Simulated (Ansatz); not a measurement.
# CsRu (P1) in Ansatz: convergence with smearing width

Aim: find how far smearing width must go before the results for CsRu settle, at PBE. This setting moves, with any that are tied to it; all else stays.

Everything below comes from runs of Ansatz 0.2.0. Logs are shortened: lines on timing, memory, paths and dates and some standing lists are left out, and cuts for length are marked.

**1. The cell of the first run**

The typed cell holds 2 atoms: a = 4.176 Å, b = 4.176 Å, c = 4.524 Å, α = 90.00°, β = 90.00°, γ = 120.00°.

The cell was built by a generator and needn't be a form met in nature.

The cell isn't the ideal one: atoms moved at random, drawn with an rms of 0.05 Å.

**2. With smearing width 0.3 eV**

File input.yaml:

```yaml
crystal:
  lattice:
    - [4.17560009, 0.0, 0.0]
    - [-2.08780005, 3.61617576, 0.0]
    - [0.0, 0.0, 4.52413933]
  atoms:
    - { symbol: Cs, position: [-0.01121, -0.002317, 0.040083] }
    - { symbol: Ru, position: [0.335421, 0.684838, 0.492273] }
hamiltonian:
  xc: pbe
  pseudopotentials: { kind: nc, accuracy: standard }
kpoints:
  mp_grid: { grid: [5, 5, 4] }
scf:
  occupations: { method: methfessel_paxton, width: 0.3 }
output:
  forces: true
  stress: true
  eigenvalues: true
```

Potentials or basis: PseudoDojo standard (PBE files).

Started as:

```bash
ansatz run input.yaml --threads 2 --pin off --max-ram 5632MiB --backend cpu --events-out ev --progress --plain --runs-dir out
```

Output:

```text
Warning: RAYON_NUM_THREADS=2 ignored (pool sized by the plan → 2); use --threads N
Engine: ansatz 0.2.0, aarch64-unknown-linux-gnu
Pseudopotentials: kind: nc
Pseudopotential: Cs, nc, valence charge 9, recommended cutoff 680.284656 eV (normal), Cs.nc.azcp (PseudoDojo's, or run here from an input of PseudoDojo's; its table is named by hamiltonian.pseudopotentials.accuracy)
Pseudopotential: Ru, nc, valence charge 16, recommended cutoff 1142.878222 eV (normal), Ru.nc.azcp (PseudoDojo's, or run here from an input of PseudoDojo's; its table is named by hamiltonian.pseudopotentials.accuracy)
Functional definition: PBE
  parameter kappa = 0.804
  parameter beta = 0.06672455060314922
  exchange = pbe_x(kappa = kappa, mu = beta*pi^2/3)
  correlation = pbe_c(beta = beta)
Crystal: 2 atoms, lattice volume = 68.313 Å³
Basis set: ecut = 1142.878222 eV, 6001 PW (Γ), exchange–correlation on 96×96×100 points (8 copies of the dense FFT grid, shifted against one another)
Bands: 17, of which v1, the nominal top of the filled ones, is band 13 counted from 1 (12 counted from 0)
Symmetry: 1 space group operations
Space group: P1 (ITA 1), of the structure as read, at distance tolerance 4.1e-5 Å
k-points: 51 of 100 (time reversal used)
Non-local potential: Cs, projectors of the file, l = 0: 2, l = 1: 2, l = 2: 2, l = 3: 2
Non-local potential: Ru, projectors of the file, l = 0: 2, l = 1: 2, l = 2: 2
Initial density: superposition of atomic densities (chi_scale 0.1, normalization cell, long waves kept (reshape's long-wave potential 0.00 eV rms))
Initial wavefunctions: pseudopotential atomic-orbital guess
Functional: x = pbe(κ = 0.804, μ = 0.2195149727645171), c = pbe(β = 0.06672455060314922)
SCF iter   1: F=—  HF=-3384.029547 eV  |F-HF|=—  |Δ(HF+E_count)|=         —  Δρ=1.24e-1  dr2=1.87e1  ethr=3.10e-3  ⟨swp⟩=7.3  Hψ=5353  notcnv=0
preconditioner: auto → Kerker (q_TF=auto, 2.307 Å⁻¹)  [metal: Δε(μ)=0.002 eV  Ē_g=6.629 eV  σ=0.300 eV  W_gap=0.00  n_scr=20 (ndim 8)  ℏωp=17.4 eV  f_vac=0.000  D(μ)=4.96/eV (n_scr^D=58)]
SCF iter   2: F=—  HF=-3382.509763 eV  |F-HF|=—  |Δ(HF+E_count)|=    1.52e0  S|Δr|=    0.00e0  Δρ=7.32e-2  dr2=4.60e0  ethr=3.10e-3  ⟨swp⟩=3.1  Hψ=2575  notcnv=0
SCF iter   3: F=—  HF=-3381.752919 eV  |F-HF|=—  |Δ(HF+E_count)|=   7.57e-1  S|Δr|=    0.00e0  Δρ=1.07e-2  dr2=9.38e-2  ethr=3.10e-3  ⟨swp⟩=2.2  Hψ=1772  notcnv=0
SCF iter   4: F=—  HF=-3381.742588 eV  |F-HF|=—  |Δ(HF+E_count)|=   1.03e-2  S|Δr|=    0.00e0  Δρ=1.16e-2  dr2=7.49e-2  ethr=3.75e-4  ⟨swp⟩=2.2  Hψ=1611  notcnv=0
SCF iter   5: F=—  HF=-3381.731139 eV  |F-HF|=—  |Δ(HF+E_count)|=   1.14e-2  S|Δr|=    0.00e0  Δρ=3.26e-3  dr2=1.70e-2  ethr=3.00e-4  ⟨swp⟩=1.0  Hψ=867  notcnv=0
SCF iter   6: F=—  HF=-3381.728760 eV  |F-HF|=—  |Δ(HF+E_count)|=   2.38e-3  S|Δr|=    0.00e0  Δρ=1.54e-3  dr2=1.70e-3  ethr=6.81e-5  ⟨swp⟩=1.7  Hψ=1152  notcnv=0
SCF iter   7: F=—  HF=-3381.728661 eV  |F-HF|=—  |Δ(HF+E_count)|=   9.88e-5  S|Δr|=    0.00e0  Δρ=4.46e-4  dr2=1.22e-4  ethr=6.78e-6  ⟨swp⟩=2.8  Hψ=1405  notcnv=0
SCF iter   8: F=—  HF=-3381.728666 eV  |F-HF|=—  |Δ(HF+E_count)|=   4.96e-6  S|Δr|=    0.00e0  Δρ=2.44e-4  dr2=3.25e-5  ethr=4.90e-7  ⟨swp⟩=1.3  Hψ=1012  notcnv=0
SCF iter   9: F=—  HF=-3381.728476 eV  |F-HF|=—  |Δ(HF+E_count)|=   1.90e-4  S|Δr|=    0.00e0  Δρ=1.24e-4  dr2=8.81e-6  ethr=1.30e-7  ⟨swp⟩=1.0  Hψ=867  notcnv=0
SCF iter  10: F=—  HF=-3381.728476 eV  |F-HF|=—  |Δ(HF+E_count)|=   7.66e-8  S|Δr|=    0.00e0  Δρ=2.01e-5  dr2=2.51e-7  ethr=3.52e-8  ⟨swp⟩=2.0  Hψ=1142  notcnv=0
SCF iter  11: F=—  HF=-3381.728476 eV  |F-HF|=—  |Δ(HF+E_count)|=   1.34e-7  S|Δr|=    0.00e0  Δρ=1.83e-5  dr2=1.12e-7  ethr=4.00e-10  ⟨swp⟩=9.2  Hψ=5293  notcnv=0
SCF iter  12: F=-3381.728476 eV  HF=-3381.728476 eV  |F-HF|=1.61e-8  |Δ(HF+E_count)|=   1.46e-8  S|Δr|=    0.00e0  Δρ=7.65e-6  dr2=3.25e-8  ethr=4.00e-10  ⟨swp⟩=5.0  Hψ=3247  notcnv=0
SCF 1 converged in 12 iterations: F = -3381.728476 eV  dr2 = 3.25e-8
SCF converged after 12 iterations
Stability not checked: this state was not tested for a lower state beside it, because cold or Methfessel-Paxton smearing, or corrected tetrahedra, fill the levels in a way that the test cannot read (fill_not_monotonic; see scf.lower_state_search)
Free energy (F): -3381.728476 eV
Harris-Foulkes:  -3381.728476 eV  (|F-HF|=1.61e-8)
Internal energy: -3381.687972 eV  (E = F + TS)
E sigma→0 (E₀):  -3381.718350 eV
Entropy (-TS):   -0.040504 eV (-20.252 meV/atom)
Fermi energy:    8.381587 eV
--- Per-component energies (eV) ---
  E_band       = -279.643764
  E_kinetic    = 1043.431674
  E_local      = -2907.954145  (includes V_loc(G=0)·N_el)
  E_nonlocal   = 294.582209
  E_hartree    = 898.541634
  E_xc         = -650.896596
  E_vxc        = -506.792568  (∫ρ·V_xc dr)
  E_ewald      = -2059.392749
  E_smearing   = -0.040504  (= −TS)
  E_closure    = 0.000000  (closes the sum)
  Σ components = -3381.728476   (vs F -3381.728476, Δ=0.00e0)
--- Forces (eV/Å), atoms counted from 1 ---
  atom   1  Cs    -0.00446999    -0.03239283    -0.13997030
  atom   2  Ru     0.00447038     0.03238902     0.13997031
  max |Σ_I F_I| component: 3.81e-6 eV/Å
--- Stress (GPa, compression-positive) ---
       -4.739439       0.006969       0.016438
        0.006969      -4.835063       0.082781
        0.016438       0.082781      -0.946505
  P = ⅓ Tr σ = -3.5070 GPa (-35.070 kbar)
--- Band table (eV; the first three rows and the last of 51) ---
  k-point 0: bands = ["-62.6275", "-32.7578", "-32.7502", "-32.6096", "-13.4500", "-0.2291", "0.1590", "0.1769", "6.2260", "7.2248", "7.9962", "8.0286", "8.0562", "8.1309", "12.1212", "12.7945", "12.8865"]
  k-point 1: bands = ["-62.6275", "-32.7578", "-32.7502", "-32.6102", "-13.4296", "-0.5994", "0.1701", "0.1988", "7.1213", "7.6126", "7.7577", "7.7963", "8.1463", "8.1769", "11.4338", "13.2937", "13.3170"]
  k-point 2: bands = ["-62.6275", "-32.7577", "-32.7501", "-32.6109", "-13.4090", "-0.9181", "0.1812", "0.2209", "7.7020", "7.7260", "7.7753", "7.9919", "8.0630", "9.2072", "9.4859", "14.3186", "14.4136"]
  k-point 50: bands = ["-62.6274", "-32.7612", "-32.7516", "-32.6097", "-13.3275", "-0.7043", "-0.3929", "-0.1448", "7.5021", "7.7350", "7.9133", "8.1792", "8.4078", "9.0786", "11.4839", "11.7646", "13.0853"]
```

It took 14 s on 2 threads of Arm Neoverse V1, shared host; peak memory 0.46 GiB.

What came out:

- Free energy: -3381.7285 eV
- Pressure: -3.5 GPa
- Largest force: 0.144 eV/Å
- Band gap on the k mesh: none (metal or under the smearing width)

**3. With smearing width 0.2 eV**

Edit input.yaml of step 2 so:

```diff
@@ -14,3 +14,3 @@
 scf:
-  occupations: { method: methfessel_paxton, width: 0.3 }
+  occupations: { method: methfessel_paxton, width: 0.2 }
 output:
```

Potentials or basis: PseudoDojo standard (PBE files).

Started as:

```bash
ansatz run input.yaml --threads 2 --pin off --max-ram 5632MiB --backend cpu --events-out ev --progress --plain --runs-dir out
```

It took 13 s on 2 threads of Arm Neoverse V1, shared host; peak memory 0.47 GiB.

What came out:

```yaml
Free_energy: -3381.7158 eV
Pressure: -3.6 GPa
Largest_force: 0.139 eV/Å
Band_gap_on_the_k_mesh: none (metal or under the smearing width)
```

**4. With smearing width 0.15 eV**

Edit input.yaml of step 3 so:

```diff
@@ -14,3 +14,3 @@
 scf:
-  occupations: { method: methfessel_paxton, width: 0.2 }
+  occupations: { method: methfessel_paxton, width: 0.15 }
 output:
```

Started as:

```bash
ansatz run input.yaml --threads 2 --pin off --max-ram 5632MiB --backend cpu --events-out ev --progress --plain --runs-dir out
```

Run time: 13 s. Hardware: 2 threads of Arm Neoverse V1, shared host; peak memory 0.47 GiB.

Results:

| Quantity | Value |
| --- | --- |
| Free energy | -3381.7103 eV |
| Pressure | -3.7 GPa |
| Largest force | 0.135 eV/Å |
| Band gap on the k mesh | none (metal or under the smearing width) |

**5. With smearing width 0.1 eV**

Edit input.yaml of step 4 so:

```diff
@@ -14,3 +14,3 @@
 scf:
-  occupations: { method: methfessel_paxton, width: 0.15 }
+  occupations: { method: methfessel_paxton, width: 0.1 }
 output:
```

Started as:

```bash
ansatz run input.yaml --threads 2 --pin off --max-ram 5632MiB --backend cpu --events-out ev --progress --plain --runs-dir out
```

Wall time 13 s (2 threads of Arm Neoverse V1, shared host); peak memory 0.46 GiB.

What came out:

```
Free energy            : -3381.7049 eV
Pressure               : -3.7 GPa
Largest force          : 0.137 eV/Å
Band gap on the k mesh : none (metal or under the smearing width)
```

**6. With smearing width 0.05 eV**

Edit input.yaml of step 5 so:

```diff
@@ -14,3 +14,3 @@
 scf:
-  occupations: { method: methfessel_paxton, width: 0.1 }
+  occupations: { method: methfessel_paxton, width: 0.05 }
 output:
```

Potentials or basis: PseudoDojo standard (PBE files).

Started as:

```bash
ansatz run input.yaml --threads 2 --pin off --max-ram 5632MiB --backend cpu --events-out ev --progress --plain --runs-dir out
```

Run time: 15 s. Hardware: 2 threads of Arm Neoverse V1, shared host; peak memory 0.46 GiB.

It converged, with:

```
Free energy            : -3381.7011 eV
Pressure               : -3.8 GPa
Largest force          : 0.142 eV/Å
Band gap on the k mesh : none (metal or under the smearing width)
```

**7. With smearing width 0.025 eV**

Edit input.yaml of step 6 so:

```diff
@@ -14,3 +14,3 @@
 scf:
-  occupations: { method: methfessel_paxton, width: 0.05 }
+  occupations: { method: methfessel_paxton, width: 0.025 }
 output:
```

Started as:

```bash
ansatz run input.yaml --threads 2 --pin off --max-ram 5632MiB --backend cpu --events-out ev --progress --plain --runs-dir out
```

Wall time 15 s (2 threads of Arm Neoverse V1, shared host); peak memory 0.47 GiB.

Results (log left out):

| Item | Value |
| --- | --- |
| Free energy | -3381.6998 eV |
| Pressure | -3.8 GPa |
| Largest force | 0.146 eV/Å |
| Band gap on the k mesh | none (metal or under the smearing width) |

**8. With smearing width 0.01 eV**

Edit input.yaml of step 7 so:

```diff
@@ -14,3 +14,3 @@
 scf:
-  occupations: { method: methfessel_paxton, width: 0.025 }
+  occupations: { method: methfessel_paxton, width: 0.01 }
 output:
```

Started as:

```bash
ansatz run input.yaml --threads 2 --pin off --max-ram 5632MiB --backend cpu --events-out ev --progress --plain --runs-dir out
```

Run time: 15 s. Hardware: 2 threads of Arm Neoverse V1, shared host; peak memory 0.47 GiB.

The run converged. Its results:

```
Free energy            : -3381.6992 eV
Pressure               : -3.8 GPa
Largest force          : 0.151 eV/Å
Band gap on the k mesh : none (metal or under the smearing width)
```

**9. With smearing width 0.005 eV**

Edit input.yaml of step 8 so:

```diff
@@ -14,3 +14,3 @@
 scf:
-  occupations: { method: methfessel_paxton, width: 0.01 }
+  occupations: { method: methfessel_paxton, width: 0.005 }
 output:
```

Potentials or basis: PseudoDojo standard (PBE files).

Started as:

```bash
ansatz run input.yaml --threads 2 --pin off --max-ram 5632MiB --backend cpu --events-out ev --progress --plain --runs-dir out
```

It took 15 s on 2 threads of Arm Neoverse V1, shared host; peak memory 0.46 GiB.

The run converged. Its results:

```yaml
Free_energy: -3381.6990 eV
Pressure: -3.8 GPa
Largest_force: 0.151 eV/Å
Band_gap_on_the_k_mesh: none (metal or under the smearing width)
```

**10. The series at a glance**

```csv
smearing width,"energy less the tightest run, at zero smearing (meV/atom)",pressure (GPa),largest force (eV/Å),SCF cycles,CPU time (s),peak memory (GiB)
0.3 eV,-9.69,-3.51,0.144,12,27,0.46
0.2 eV,-5.55,-3.61,0.139,12,26,0.47
0.15 eV,-3.64,-3.67,0.135,12,25,0.47
0.1 eV,-1.70,-3.74,0.137,12,27,0.46
0.05 eV,-0.70,-3.81,0.142,14,30,0.46
0.025 eV,-0.28,-3.82,0.146,15,30,0.47
0.01 eV,-0.06,-3.81,0.151,16,30,0.47
0.005 eV,0.00,-3.81,0.151,17,30,0.46
```

Against the tightest run, the energy stays within 1 meV/atom from 0.05 eV on; the pressure stays within 0.1 GPa from 0.1 eV on; the largest force stays within 0.005 eV/Å from 0.025 eV on. Narrower smearing needs a denser k mesh, so at a fixed mesh the narrowest width isn't the most accurate. The tightest run that finished is the yardstick and may itself not be fully converged.
